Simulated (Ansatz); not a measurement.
Runs of Ansatz 0.2.0 on AlO2. Symmetry: Cmcm, No. 63, orthorhombic system. Conventional cell: a = 2.976 Å, b = 10.806 Å, c = 3.647 Å, α = 90.00°, β = 90.00°, γ = 90.00°. Al (site symmetry m2m) has 6 O at 1.87 to 2.02 Å as nearest neighbours. Around O (site symmetry m2m) lie 2 Al at 1.88 Å. O (site symmetry m2m) has 4 Al at 1.87 to 2.02 Å as nearest neighbours. The cell comes from a database or a generator and needn't be the stable form of this composition.

| potentials or basis | cutoff (eV) | gap on the mesh (eV) | pressure (GPa) | relaxed volume (Å³/atom) |
| --- | --- | --- | --- | --- |
| Ansatz PAW earlier set | 930 | 0.98 | 0.0 | 8.59 |
| JTH PAW | 1380 | 0.98 | 0.0 | 8.59 |
| PseudoDojo stringent (PBEsol files) | 1252 | 0.97 | 0.0 | 8.57 |
| PseudoDojo standard (PBEsol files) | 1143 | 0.97 | 0.0 | (a) |

Alike in all rows: task relaxation of cell and atoms; level PBEsol; no spin polarisation; cell relaxed; k mesh 9 × 9 × 7; smearing fermi-dirac 0.05 eV.

Question: Estimate the missing entries.

Answer: (a) 8.56.

Caveats: odd divisions of the mesh miss points on the zone boundary, where band edges often lie, so the gap on the mesh can be too wide; the plane-wave basis is chosen anew once the cell has moved, so the energies of steps on either side of that aren't comparable; the PAW data sets come from PBE, with cores solved anew for the run's functional, which leaves a small shift of forces and pressure (some runs).

A k mesh can miss the band edges.

Not every run made on this cell is shown here.
